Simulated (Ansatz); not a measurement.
**Sn3GeO4: one candidate of a structure search**

Aim: relax a trial structure of Sn3GeO4 and see where it ends, then test the end with a random kick.

Computed with Ansatz 0.2.0 (DFT PBE, scalar-relativistic, plane waves, PAW, unless a step's input says otherwise).

### Step 1. The system as given

It takes space group Cm (No. 8, monoclinic). The conventional cell has a = 5.433 Å, b = 5.417 Å, c = 9.876 Å, α = 90.00°, β = 90.58°, γ = 90.00°. Sn (site symmetry m) has 4 O at 2.25 Å in its first shell of neighbours. Sn (site symmetry m) is surrounded by 4 O at 2.23 to 2.26 Å. Ge (site symmetry m) is surrounded by 2 O at 1.97 Å. Around O (site symmetry 1) lie 1 Ge at 1.97 Å and 2 Sn at 2.23 to 2.26 Å. Around O (site symmetry 1) lie 4 Sn at 2.25 Å.

As a file:

```cif
data_structure
_symmetry_space_group_name_H-M 'P 1'
_symmetry_Int_Tables_number 1
_cell_length_a 3.8360
_cell_length_b 3.8360
_cell_length_c 9.8761
_cell_angle_alpha 90.410
_cell_angle_beta 90.410
_cell_angle_gamma 89.839
_cell_volume 145.32
loop_
_atom_site_label
_atom_site_type_symbol
_atom_site_fract_x
_atom_site_fract_y
_atom_site_fract_z
_atom_site_occupancy
Sn1 Sn 0.25673 0.25673 0.87408 1
Sn2 Sn 0.25005 0.25005 0.35823 1
Sn3 Sn 0.75218 0.75218 0.63667 1
Ge1 Ge 0.70867 0.70867 0.13954 1
O1 O 0.27063 0.75358 0.24059 1
O2 O 0.75427 0.25388 0.75515 1
O3 O 0.25388 0.75427 0.75515 1
O4 O 0.75358 0.27063 0.24059 1
```

The start is the relaxed end of an invented cell (made as: elements ordered on the sites of the SnO type, Ge/Sn on Sn (Cm, No. 8)), taken up again for a closer look.

### Step 2. A first look at the guess

The input, input.yaml:

```yaml
crystal:
  lattice:
    - [2.7162677, -2.7086529, 0.0]
    - [2.7162677, 2.7086529, 0.0]
    - [-0.0998158, 0.0, 9.8755503]
  atoms:
    - { symbol: Sn, position: [0.256735, 0.256735, 0.874075] }
    - { symbol: Sn, position: [0.250045, 0.250045, 0.35823] }
    - { symbol: Sn, position: [0.752181, 0.752181, 0.636674] }
    - { symbol: Ge, position: [0.708668, 0.708668, 0.139541] }
    - { symbol: O, position: [0.270633, 0.753585, 0.24059] }
    - { symbol: O, position: [0.754268, 0.253883, 0.75515] }
    - { symbol: O, position: [0.253883, 0.754268, 0.75515] }
    - { symbol: O, position: [0.753585, 0.270633, 0.24059] }
basis:
  ecutwfc: 420
kpoints:
  mp_grid: { grid: [4, 4, 2] }
hamiltonian:
  xc: pbe
scf:
  occupations: { method: gaussian, width: 0.1 }
  lower_state_search: "off"
output:
  forces: true
  stress: true
  eigenvalues: true
```

Run with:

```
$ ansatz run input.yaml --threads 4 --pin off --max-ram 8192MiB --backend cpu --events-out ev --progress --plain --runs-dir out
```

The program printed (excerpt; [...] marks lines left out):

```text
Warning: RAYON_NUM_THREADS=4 ignored (pool sized by the plan → 4); use --threads N
[...]
Pseudopotentials: kind: paw
Pseudopotential: Sn, paw, valence charge 14, recommended cutoff 420 eV (normal), Sn.paw.azcp
Pseudopotential: Ge, paw, valence charge 14, recommended cutoff 420 eV (normal), Ge.paw.azcp
Pseudopotential: O, paw, valence charge 6, recommended cutoff 420 eV (normal), O.paw.azcp
Functional definition: PBE
[...]
Crystal: 8 atoms, lattice volume = 145.317 Å³
Basis set: ecut = 420 eV, 2833 PW (Γ), exchange–correlation on 54×54×144 points (8 copies of the dense FFT grid, shifted against one another)
Bands: 48, of which v1, the nominal top of the filled ones, is band 40 counted from 1 (39 counted from 0)
Symmetry: 2 space group operations
Space group: Cm (ITA 8), of the structure as read, at distance tolerance 5.3e-5 Å
k-points: 14 of 32 (time reversal used)
[...]
SCF iter   1: F=—  HF=-24637.068264 eV  |F-HF|=—  |Δ(HF+E_count)|=         —  Δρ=1.66e-3  dr2=3.86e-3  ethr=1.77e-3  ⟨swp⟩=6.1  Hψ=2731  notcnv=0
[...]
SCF iter   8: F=-24637.069650 eV  HF=-24637.069650 eV  |F-HF|=8.67e-9  |Δ(HF+E_count)|=   1.04e-7  Δρ=5.17e-6  dr2=4.03e-8  ethr=1.25e-10  ⟨swp⟩=9.1  Hψ=2554  notcnv=0
[...]
SCF converged after 8 iterations
Free energy (F): -24637.069650 eV
[...]
E sigma→0 (E₀):  -24637.069650 eV
Fermi energy:    8.611957 eV
[...]
--- Forces (eV/Å), atoms counted from 1 ---
  atom   1  Sn     0.00324032    -0.00000000    -0.00864954
  atom   2  Sn     0.00063297     0.00000000    -0.00626524
  atom   3  Sn    -0.00127852    -0.00000000     0.01367689
  atom   4  Ge    -0.01221015     0.00000000    -0.00636050
  atom   5  O      0.00463447    -0.00489576     0.00501356
  atom   6  O      0.00016575     0.00133008    -0.00122380
  atom   7  O      0.00016575    -0.00133008    -0.00122380
  atom   8  O      0.00463447     0.00489576     0.00501356
[...]
--- Stress (GPa, compression-positive) ---
        0.050011       0.000000       0.000922
        0.000000       0.051218      -0.000000
        0.000922      -0.000000       0.058028
  P = ⅓ Tr σ = 0.0531 GPa (0.531 kbar)
--- Band table (eV; the first three rows and the last of 14) ---
[...]
```

It took 1.4 s on 4 threads of Intel Xeon 6975P-C (Granite Rapids), shared host; peak memory 0.54 GiB.

The probe gives pressure 0.1 GPa, largest force 0.01 eV/Å, gap on this mesh 0.98 eV. The relaxation goes to the converged mesh at once.

### Step 3. Final relaxation

Changes to input.yaml since step 2:

```diff
@@ -17,3 +17,3 @@
 kpoints:
-  mp_grid: { grid: [4, 4, 2] }
+  mp_grid: { grid: [8, 8, 4] }
 hamiltonian:
@@ -21,4 +21,3 @@
 scf:
-  occupations: { method: gaussian, width: 0.1 }
-  lower_state_search: "off"
+  occupations: { method: gaussian, width: 0.02 }
 output:
@@ -27 +26,10 @@
   eigenvalues: true
+  write_density: true
+  write_potential: true
+  elf: true
+  volumetric_format: npy
+relax:
+  adjacent_minimum: "off"
+  f_tol: 0.01
+  max_steps: 80
+  cell: { stress_tol: 0.05 }
```

Run with:

```
$ ansatz run input.yaml --threads 4 --pin off --max-ram 8192MiB --backend cpu --events-out ev --progress --plain --runs-dir out
```

The program printed (excerpt; [...] marks lines left out):

```text
Warning: RAYON_NUM_THREADS=4 ignored (pool sized by the plan → 4); use --threads N
[...]
[... 5 set-up lines as earlier in the session ...]
[...]
Crystal: 8 atoms, lattice volume = 145.317 Å³
Basis set: ecut = 420 eV, 2833 PW (Γ), exchange–correlation on 54×54×144 points (8 copies of the dense FFT grid, shifted against one another)
Bands: 48, of which v1, the nominal top of the filled ones, is band 40 counted from 1 (39 counted from 0)
[... 2 set-up lines as earlier in the session ...]
k-points: 78 of 256 (time reversal used)
[...]
        0.000000       0.003550      -0.000000
        0.004752      -0.000000      -0.026018
  P = ⅓ Tr σ = -0.0075 GPa (-0.075 kbar)
--- Band table (eV; the first three rows and the last of 78) ---
[...]
--- Relaxed structure (1 steps of the walk, 1 accepted, 1 SCFs on fresh bases) ---
  F+E_penalty+E_count = -24637.08247262 eV   max|allowed force component| = 6.289e-3 eV/Å   (the final SCF, on the basis selected at the relaxed cell)
  cell:  # Å, volume = 145.3173 Å³
    - [2.7162677, -2.7086529, 0.0]
    - [2.7162677, 2.7086529, 0.0]
    - [-0.0998158, 0.0, 9.8755503]
  atoms:
    - { symbol: Sn, position: [0.25673499999999994, 0.25673499999999994, 0.874075] }
    - { symbol: Sn, position: [0.250045, 0.250045, 0.35823] }
    - { symbol: Sn, position: [0.752181, 0.752181, 0.636674] }
    - { symbol: Ge, position: [0.708668, 0.708668, 0.139541] }
    - { symbol: O, position: [0.270633, 0.753585, 0.24059] }
    - { symbol: O, position: [0.7542679999999999, 0.2538829999999999, 0.75515] }
    - { symbol: O, position: [0.2538829999999999, 0.7542679999999999, 0.75515] }
    - { symbol: O, position: [0.753585, 0.270633, 0.24059] }
```

Run time: 16 s. Hardware: 4 threads of Intel Xeon 6975P-C (Granite Rapids), shared host; peak memory 0.77 GiB.

Relaxation path:

| step | energy from step 1 (eV/cell) | largest force component (eV/Å) | pressure (GPa) | volume (Å³) |
| --- | --- | --- | --- | --- |
| 1 | 0.0000 | 0.0063 | -0.01 | 145.32 |
| 2 | 0.0000 | 0.0063 | -0.01 | 145.32 |

Step 1 is the start. Step 2 repeats the geometry before it on a plane-wave basis chosen anew for that cell, so its energy need not be comparable with the rows above.

Lengths and angles in the start's conventional setting:

|  | before | after | change |
| --- | --- | --- | --- |
| a (Å) | 5.433 | 5.433 | 0.0 % |
| b (Å) | 5.417 | 5.417 | 0.0 % |
| c (Å) | 9.876 | 9.876 | 0.0 % |
| volume (Å³/atom) | 18.16 | 18.16 | 0.0 % |
| shortest distance (Å) | 1.967 | 1.967 | 0.0 % |
| space group (0.01 Å) | Cm | Cm | same |

The run keeps the 2 symmetry operations of the start, so it could not have lowered the symmetry.

Axes a, b and c in the maps are those of this run's conventional cell (a, b, c = 5.433, 5.417, 9.876 Å).

Density in a lattice plane of the grid's cell (edges 5.43 and 9.88 Å, at 0.000 of the third edge), which holds Sn and Ge.

Ten even steps from '0' (0.01 e/Å³) to '9' (44.74 e/Å³):
```
00000000000000
00022000000000
00022000000000
00000000000000
00000000000000
00000000000000
00000000002200
00000000001100
00000000000000
00000000000000
00000000000000
00011000000000
00022000000000
00000000000000
00000000000000
00000000000000
00000000029100
00000000002000
00000000000000
00000000000000
```
Columns run along the first of these edges and rows up along the second, over one cell in 14 and 20 even steps from the bottom left corner. Atoms in the plane (fractional): Sn at (0.26, 0.87), Sn at (0.25, 0.36), Sn at (0.75, 0.64), Ge at (0.71, 0.14).

ELF in the same plane.

Ten even steps from '0' (0.00) to '9' (0.88):
```
35533453113200
24200143000000
12200121000000
01222210000000
00111100011110
00000000122121
10000001310013
30000003420024
31244213654456
14888741488884
36544563125531
34300343000000
13100131000000
01211210000000
00122100112110
00000001221321
00000001301043
10000003420366
01476413677895
16877752489971
```
Columns run along the first of these edges and rows up along the second, over one cell in 14 and 20 even steps from the bottom left corner. Atoms in the plane (fractional): Sn at (0.26, 0.87), Sn at (0.25, 0.36), Sn at (0.75, 0.64), Ge at (0.71, 0.14).

Both are smooth fields of the valence electrons: close to the nuclei they are not physical.

Outside the cores ELF peaks at 0.89 beside Ge, off the lines to its neighbours, 1.4 Å from Ge; 0.84 in the shell around O, 0.6 Å from O; 0.79 beside Sn, off the lines to its neighbours, 1.5 Å from Sn.

### Step 4. The same system, input altered

Changes to input.yaml since step 3:

```diff
@@ -22,14 +22,6 @@
   occupations: { method: gaussian, width: 0.02 }
+  convergence: { dr2_threshold: 0.0001 }
 output:
   forces: true
+  eigenvalues: true
   stress: true
-  eigenvalues: true
-  write_density: true
-  write_potential: true
-  elf: true
-  volumetric_format: npy
-relax:
-  adjacent_minimum: "off"
-  f_tol: 0.01
-  max_steps: 80
-  cell: { stress_tol: 0.05 }
```

Run with:

```
$ ansatz run input.yaml --threads 4 --pin off --max-ram 8192MiB --backend cpu --events-out ev --progress --plain --runs-dir out
```

The program printed (excerpt; [...] marks lines left out):

```text
Warning: scf.convergence.dr2_threshold = 1e-4 eV is looser than this run's default, which is 1e-7 eV or tighter. The error in the forces grows as the threshold's square root, so leave the key out unless less accurate forces are enough
Warning: output.stress: scf.convergence.dr2_threshold = 1e-4 eV is looser than the 8e-10 eV advised for a printed stress (1e-10 eV for each atom of the cell: 8). What an SCF threshold leaves in a stress goes as its square root, and in the free energy as the threshold itself, and one [...]
Warning: RAYON_NUM_THREADS=4 ignored (pool sized by the plan → 4); use --threads N
[...]
[... 5 set-up lines as earlier in the session ...]
[...]
Crystal: 8 atoms, lattice volume = 145.317 Å³
Basis set: ecut = 420 eV, 2833 PW (Γ), exchange–correlation on 54×54×144 points (8 copies of the dense FFT grid, shifted against one another)
[...]
k-points: 78 of 256 (time reversal used)
[...]
SCF iter   1: F=—  HF=-24637.081110 eV  |F-HF|=—  |Δ(HF+E_count)|=         —  Δρ=1.67e-3  dr2=4.08e-3  ethr=1.77e-3  ⟨swp⟩=6.4  Hψ=15710  notcnv=0  defer=2
[...]
SCF iter   6: F=-24637.082472 eV  HF=-24637.082471 eV  |F-HF|=8.22e-7  |Δ(HF+E_count)|=   2.11e-6  Δρ=2.64e-5  dr2=1.05e-6  ethr=1.34e-8  ⟨swp⟩=6.6  Hψ=12951  notcnv=0
[...]
SCF converged after 6 iterations
Free energy (F): -24637.082472 eV
[...]
E sigma→0 (E₀):  -24637.082472 eV
Fermi energy:    8.662830 eV
[...]
--- Forces (eV/Å), atoms counted from 1 ---
  atom   1  Sn     0.00203440    -0.00000000    -0.00270346
  atom   2  Sn     0.00127816     0.00000000    -0.00497185
  atom   3  Sn    -0.00063794    -0.00000000     0.00496216
  atom   4  Ge    -0.00623723     0.00000000    -0.00002469
  atom   5  O      0.00147780    -0.00281824     0.00183685
  atom   6  O      0.00033256     0.00130490    -0.00051346
  atom   7  O      0.00033256    -0.00130490    -0.00051346
  atom   8  O      0.00147780     0.00281824     0.00183685
[...]
--- Stress (GPa, compression-positive) ---
       -0.000725       0.000000       0.004631
        0.000000       0.002827      -0.000000
        0.004629      -0.000000      -0.025547
  P = ⅓ Tr σ = -0.0078 GPa (-0.078 kbar)
--- Band table (eV; the first three rows and the last of 78) ---
[...]
```

It took 6.2 s on 4 threads of Intel Xeon 6975P-C (Granite Rapids), shared host; peak memory 0.73 GiB.

### Step 5. Can this result be trusted?

The run converged and reported no error, with warnings (force scf threshold loose, stress scf threshold loose). Its log warns: «scf.convergence.dr2_threshold = 1e-4 eV is looser than this run's default, which is 1e-7 eV or tighter. The error in the forces grows as the threshold's square root ...»

The suspect setting: scf.convergence.dr2_threshold is 0.0001. With so loose a criterion, "converged" says little: forces and stress carry the leftover error to first order.

To undo it: delete scf.convergence.dr2_threshold (the default then holds).

| run | ending | energy change | pressure (GPa) | gap (eV) | force (eV/Å) | cycles | time |
| --- | --- | --- | --- | --- | --- | --- | --- |
| step 3 | converged | 0 | 0.0 | 0.88 | 0.01 | - | 16 s |
| altered | converged | 0.0 meV/atom | 0.0 | 0.88 | 0.01 | 6 | 6.2 s |

Same state: the changed convergence setting leaves the energy within 0.5 meV/atom.

### Step 6. Reference for the kick test

The input, input.yaml:

```yaml
crystal:
  lattice:
    - [-2.7162677, 2.7086529, 0.0]
    - [-2.7162677, -2.7086529, 0.0]
    - [-0.0998158, 0.0, 9.8755503]
  atoms:
    - { symbol: Sn, position: [0.743265, 0.743265, 0.874075] }
    - { symbol: Sn, position: [0.749955, 0.749955, 0.35823] }
    - { symbol: Sn, position: [0.247819, 0.247819, 0.636674] }
    - { symbol: Ge, position: [0.291332, 0.291332, 0.139541] }
    - { symbol: O, position: [0.729367, 0.246415, 0.24059] }
    - { symbol: O, position: [0.245732, 0.746117, 0.75515] }
    - { symbol: O, position: [0.746117, 0.245732, 0.75515] }
    - { symbol: O, position: [0.246415, 0.729367, 0.24059] }
basis:
  ecutwfc: 420
kpoints:
  mp_grid: { grid: [4, 4, 2] }
hamiltonian:
  xc: pbe
scf:
  occupations: { method: gaussian, width: 0.1 }
  lower_state_search: "off"
output:
  forces: true
  stress: true
  eigenvalues: true
```

Run with:

```
$ ansatz run input.yaml --threads 4 --pin off --max-ram 8192MiB --backend cpu --events-out ev --progress --plain --runs-dir out
```

The program printed (excerpt; [...] marks lines left out):

```text
[...]
SCF converged after 8 iterations
Free energy (F): -24637.069650 eV
[...]
E sigma→0 (E₀):  -24637.069650 eV
Fermi energy:    8.611957 eV
[...]
--- Forces (eV/Å), atoms counted from 1 ---
  atom   1  Sn     0.00324014    -0.00000000    -0.00864880
  atom   2  Sn     0.00063307     0.00000000    -0.00626461
  atom   3  Sn    -0.00127872    -0.00000000     0.01367785
  atom   4  Ge    -0.01220864     0.00000000    -0.00636057
  atom   5  O      0.00463400    -0.00489532     0.00501326
  atom   6  O      0.00016558     0.00133005    -0.00122361
  atom   7  O      0.00016558    -0.00133005    -0.00122361
  atom   8  O      0.00463400     0.00489532     0.00501326
[...]
--- Stress (GPa, compression-positive) ---
        0.050016       0.000000       0.000921
        0.000000       0.051224      -0.000000
        0.000921      -0.000000       0.058023
  P = ⅓ Tr σ = 0.0531 GPa (0.531 kbar)
--- Band table (eV; the first three rows and the last of 14) ---
[...]
```

Wall time 1.5 s (4 threads of Intel Xeon 6975P-C (Granite Rapids), shared host); peak memory 0.53 GiB.

The cell holds 8 atoms.

[end of part 1 of 2]
